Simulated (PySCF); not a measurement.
# C2H2FGe (SMILES C#[C][GeH][F]) at UCCSD(T)/cc-pVDZ

Aim: the energy change on altering one bond length of C2H2FGe at UCCSD(T)/cc-pVDZ, from 2 runs. Input form: a Python script.

The results are computed with PySCF 2.14.0.

2 further runs of the same task are left out: 2 set aside as unsound or not needed.

**1. The structure to begin with**

The species is C2H2FGe (6 atoms), meant as a doublet with charge 0. As SMILES, `C#[C][GeH][F]`. The coordinates come from a PBE0-D4/def2-TZVP relaxation.

Bond lengths: C1–C2 1.208 Å, C2–Ge3 1.890 Å, Ge3–F4 1.742 Å, C1–H5 1.066 Å, Ge3–H6 1.546 Å. Angles: C1–C2–Ge3 172.4°, C2–Ge3–F4 106.6°, C2–C1–H5 178.7°, C2–Ge3–H6 112.0°, F4–Ge3–H6 106.4°.

**2. A single-point energy at UCCSD(T)/cc-pVDZ**

start.xyz reads:

```xyz
6
C2H2FGe
C     -0.259200     0.074500    -1.769000
C      0.006200     0.034600    -0.591400
Ge     0.661100    -0.021100     1.180400
F     -0.021800    -1.442400     1.919600
H     -0.516900     0.107000    -2.803300
H      0.172500     1.183400     2.017600
```

calc.py reads:

```python
# C#[C][GeH][F]
from pyscf import gto, cc

mol = gto.M(
    atom='start.xyz',
    charge=0,
    spin=1,
    max_memory=1860,
    basis='cc-pvdz',
    verbose=4,
)

mf = mol.UHF()
mf.conv_tol = 1e-10
mf.kernel()
if not mf.converged:
    mf = mf.newton().run(mf.mo_coeff, mf.mo_occ)

mycc = cc.CCSD(mf, frozen=12)
mycc.kernel()
e_t = mycc.ccsd_t()
etot = mycc.e_tot + e_t
print('Final energy', etot)
```

Started as:

```
$ OMP_NUM_THREADS=1 python calc.py
```

The program printed:

```text
PySCF version 2.14.0

[INPUT] num. atoms = 6
[INPUT] num. electrons = 55
[INPUT] charge = 0
[INPUT] spin (= nelec alpha-beta = 2S) = 1
[INPUT] symmetry False subgroup None
[INPUT] Mole.unit = angstrom
[INPUT] Symbol           X                Y                Z      unit          X                Y                Z       unit  Magmom
[INPUT]  1 C     -0.259200000000   0.074500000000  -1.769000000000 AA   -0.489817011487   0.140784596280  -3.342925514356 Bohr   0.0
[INPUT]  2 C      0.006200000000   0.034600000000  -0.591400000000 AA    0.011716301972   0.065384523910  -1.117584030068 Bohr   0.0
[INPUT]  3 Ge     0.661100000000  -0.021100000000   1.180400000000 AA    1.249297940950  -0.039873221228   2.230632717437 Bohr   0.0
[INPUT]  4 F     -0.021800000000  -1.442400000000   1.919600000000 AA   -0.041196029516  -2.725740962073   3.627518268715 Bohr   0.0
[INPUT]  5 H     -0.516900000000   0.107000000000  -2.803300000000 AA   -0.976799433788   0.202200695328  -5.297469244993 Bohr   0.0
[INPUT]  6 H      0.172500000000   1.183400000000   2.017600000000 AA    0.325977756487   2.236301895810   3.812711428922 Bohr   0.0

nuclear repulsion = 231.057595511116
number of shells = 27
number of NR pGTOs = 169
number of NR cGTOs = 79
basis = cc-pvdz
ecp = {}

******** <class 'pyscf.scf.uhf.UHF'> ********
method = UHF
initial guess = minao
damping factor = 0
level_shift factor = 0
DIIS = <class 'pyscf.scf.diis.CDIIS'>
diis_start_cycle = 1
diis_space = 8
diis_damp = 0
SCF conv_tol = 1e-10
SCF conv_tol_grad = None
SCF max_cycles = 50
direct_scf = True
direct_scf_tol = 1e-13
number electrons alpha = 28  beta = 27
Set gradient conv threshold to 1e-05
init E= -2251.25530406913
[... the frontier-level lines of each cycle are left out ...]

cycle= 1 E= -2251.52343427995  delta_E= -0.268  |g|= 0.405  |ddm|= 1.66
cycle= 2 E= -2251.59328125089  delta_E= -0.0698  |g|= 0.257  |ddm|= 0.553
cycle= 3 E= -2251.61646822165  delta_E= -0.0232  |g|= 0.0444  |ddm|= 0.199
cycle= 4 E= -2251.61906018475  delta_E= -0.00259  |g|= 0.013  |ddm|= 0.113
cycle= 5 E= -2251.61935888507  delta_E= -0.000299  |g|= 0.00671  |ddm|= 0.0315
cycle= 6 E= -2251.61943443584  delta_E= -7.56e-05  |g|= 0.00433  |ddm|= 0.0122
cycle= 7 E= -2251.61947910126  delta_E= -4.47e-05  |g|= 0.00303  |ddm|= 0.00893
cycle= 8 E= -2251.61951911477  delta_E= -4e-05  |g|= 0.00256  |ddm|= 0.00905
cycle= 9 E= -2251.61956196639  delta_E= -4.29e-05  |g|= 0.00228  |ddm|= 0.0104
cycle= 10 E= -2251.61961553175  delta_E= -5.36e-05  |g|= 0.00199  |ddm|= 0.0147
cycle= 11 E= -2251.6196995534  delta_E= -8.4e-05  |g|= 0.00142  |ddm|= 0.0309
cycle= 12 E= -2251.61973320431  delta_E= -3.37e-05  |g|= 0.00105  |ddm|= 0.0191
cycle= 13 E= -2251.61974904785  delta_E= -1.58e-05  |g|= 0.000715  |ddm|= 0.0129
cycle= 14 E= -2251.61975683536  delta_E= -7.79e-06  |g|= 0.000413  |ddm|= 0.0106
cycle= 15 E= -2251.61975881821  delta_E= -1.98e-06  |g|= 0.000203  |ddm|= 0.00539
cycle= 16 E= -2251.61975906387  delta_E= -2.46e-07  |g|= 0.000115  |ddm|= 0.00141
cycle= 17 E= -2251.61975912562  delta_E= -6.18e-08  |g|= 5.44e-05  |ddm|= 0.000983
cycle= 18 E= -2251.6197591342  delta_E= -8.58e-09  |g|= 2.55e-05  |ddm|= 0.00023
cycle= 19 E= -2251.61975913528  delta_E= -1.08e-09  |g|= 1.15e-05  |ddm|= 7.59e-05
cycle= 20 E= -2251.61975913555  delta_E= -2.65e-10  |g|= 6.38e-06  |ddm|= 3.14e-05
cycle= 21 E= -2251.61975913575  delta_E= -2e-10  |g|= 4.53e-06  |ddm|= 2.48e-05
cycle= 22 E= -2251.61975913593  delta_E= -1.76e-10  |g|= 2.65e-06  |ddm|= 3.17e-05
cycle= 23 E= -2251.619759136  delta_E= -7.73e-11  |g|= 1.74e-06  |ddm|= 2.26e-05
Extra cycle  E= -2251.61975913601  delta_E= -9.09e-12  |g|= 1.57e-06  |ddm|= 2.64e-06
converged SCF energy = -2251.61975913601  <S^2> = 0.80242413  2S+1 = 2.0517545

******** <class 'pyscf.cc.uccsd.UCCSD'> ********
CC2 = 0
CCSD nocc = (np.int64(16), np.int64(15)), nmo = (67, 67)
frozen orbitals 12
max_cycle = 50
direct = 0
conv_tol = 1e-07
conv_tol_normt = 1e-06
diis_space = 6
diis_start_cycle = 0
diis_start_energy_diff = 1e+09
Init t2, MP2 energy = -0.524435960483254
Init E_corr(UCCSD) = -0.524435960486803
cycle = 1  E_corr(UCCSD) = -0.528308781277549  dE = -0.00387282079  norm(t1,t2) = 0.108993
cycle = 2  E_corr(UCCSD) = -0.545465419524291  dE = -0.0171566382  norm(t1,t2) = 0.0386529
cycle = 3  E_corr(UCCSD) = -0.546766193587185  dE = -0.00130077406  norm(t1,t2) = 0.0251909
cycle = 4  E_corr(UCCSD) = -0.55113287555283  dE = -0.00436668197  norm(t1,t2) = 0.0146713
cycle = 5  E_corr(UCCSD) = -0.55144355108172  dE = -0.000310675529  norm(t1,t2) = 0.00582738
cycle = 6  E_corr(UCCSD) = -0.551116936039447  dE = 0.000326615042  norm(t1,t2) = 0.00286831
cycle = 7  E_corr(UCCSD) = -0.551145149972928  dE = -2.82139335e-05  norm(t1,t2) = 0.00105732
cycle = 8  E_corr(UCCSD) = -0.551193420561174  dE = -4.82705882e-05  norm(t1,t2) = 0.000452884
cycle = 9  E_corr(UCCSD) = -0.551191320829572  dE = 2.0997316e-06  norm(t1,t2) = 0.000210524
cycle = 10  E_corr(UCCSD) = -0.551192838928104  dE = -1.51809853e-06  norm(t1,t2) = 8.77036e-05
cycle = 11  E_corr(UCCSD) = -0.551191560071476  dE = 1.27885663e-06  norm(t1,t2) = 4.87811e-05
cycle = 12  E_corr(UCCSD) = -0.551190878637897  dE = 6.81433579e-07  norm(t1,t2) = 2.60968e-05
cycle = 13  E_corr(UCCSD) = -0.551191053192648  dE = -1.74554751e-07  norm(t1,t2) = 1.26515e-05
cycle = 14  E_corr(UCCSD) = -0.551191254110822  dE = -2.00918175e-07  norm(t1,t2) = 6.78944e-06
cycle = 15  E_corr(UCCSD) = -0.551191212580578  dE = 4.15302448e-08  norm(t1,t2) = 3.00492e-06
cycle = 16  E_corr(UCCSD) = -0.55119127311124  dE = -6.05306626e-08  norm(t1,t2) = 1.52942e-06
cycle = 17  E_corr(UCCSD) = -0.551191285176439  dE = -1.20651988e-08  norm(t1,t2) = 8.51653e-07
UCCSD converged
E(UCCSD) = -2252.170950421188  E_corr = -0.5511912851764391
UCCSD(T) correction = -0.0186622353536686
Final energy -2252.1896126565416
```

Wall time 2.5 min (1 thread of Arm Neoverse V2, shared host); peak memory 0.92 GiB.

**3. The distorted shape, same level**

start.xyz reads:

```xyz
6

C     -0.112633    -0.286817    -2.020137
C      0.152767    -0.326717    -0.842537
Ge     0.807667    -0.382417     0.929263
F      0.124767    -1.803717     1.668463
H     -0.370333    -0.254317    -3.054437
H      0.172500     1.183400     2.017600
```

run.py reads:

```python
from pyscf import gto, cc

mol = gto.Mole()
mol.atom = 'start.xyz'
mol.verbose = 3
mol.spin = 1
mol.basis = 'cc-pvdz'
mol.max_memory = 1860
mol.build()

hf = mol.UHF()
hf.conv_tol = 1e-10
hf.kernel()
if not hf.converged:
    hf = hf.newton().run(hf.mo_coeff, hf.mo_occ)

mycc = cc.CCSD(hf, frozen=12)
mycc.kernel()
e_t = mycc.ccsd_t()
e_final = mycc.e_tot + e_t
print('E(%s) = %.9f' % ('CCSD(T)', e_final))
```

Started as:

```
$ OMP_NUM_THREADS=1 python run.py
```

The program printed:

```text
converged SCF energy = -2251.58194252709  <S^2> = 0.84557233  2S+1 = 2.0933918
E(UCCSD) = -2252.136775105369  E_corr = -0.5548325782803132
UCCSD(T) correction = -0.0197677627048968
E(CCSD(T)) = -2252.156542868
```

Wall time 2.6 min (1 thread of Arm Neoverse V2, shared host); peak memory 0.92 GiB.

**4. Outcome**

Level: UCCSD(T)/cc-pVDZ, 12 core orbitals frozen.

```
                                                                   quantity           value
                                                  first shape: total energy  -2252.18961 Eh
                          first shape: dipole moment (Hartree–Fock density)          2.74 D
    first shape: HOMO energy (Hartree–Fock orbitals) (highest over α and β)        -9.71 eV
     first shape: LUMO energy (Hartree–Fock orbitals) (lowest over α and β)         0.54 eV
                  first shape: correlation energy (12 core orbitals frozen)      -569.9 mEh
                                                first shape: (T) correction      -18.66 mEh
                             first shape: ⟨S²⟩ of the reference determinant           0.802
                                                 first shape: T1 diagnostic           0.019
                                              distorted shape: total energy  -2252.15654 Eh
                      distorted shape: dipole moment (Hartree–Fock density)          2.81 D
distorted shape: HOMO energy (Hartree–Fock orbitals) (highest over α and β)        -9.94 eV
 distorted shape: LUMO energy (Hartree–Fock orbitals) (lowest over α and β)         0.10 eV
              distorted shape: correlation energy (12 core orbitals frozen)      -574.6 mEh
                                            distorted shape: (T) correction      -19.77 mEh
                         distorted shape: ⟨S²⟩ of the reference determinant           0.846
                                             distorted shape: T1 diagnostic           0.021
         energy change with the Ge3–H6 bond stretched from 1.546 to 2.010 Å        0.900 eV
```

With the Ge3–H6 bond stretched from 1.546 to 2.010 Å the energy rises by 0.90 eV (20.8 kcal/mol). The first shape isn't relaxed at this level, so the change isn't measured from a minimum. The triples (first shape) make up 3.3 % of the correlation energy. The triples (distorted shape) make up 3.4 % of the correlation energy.
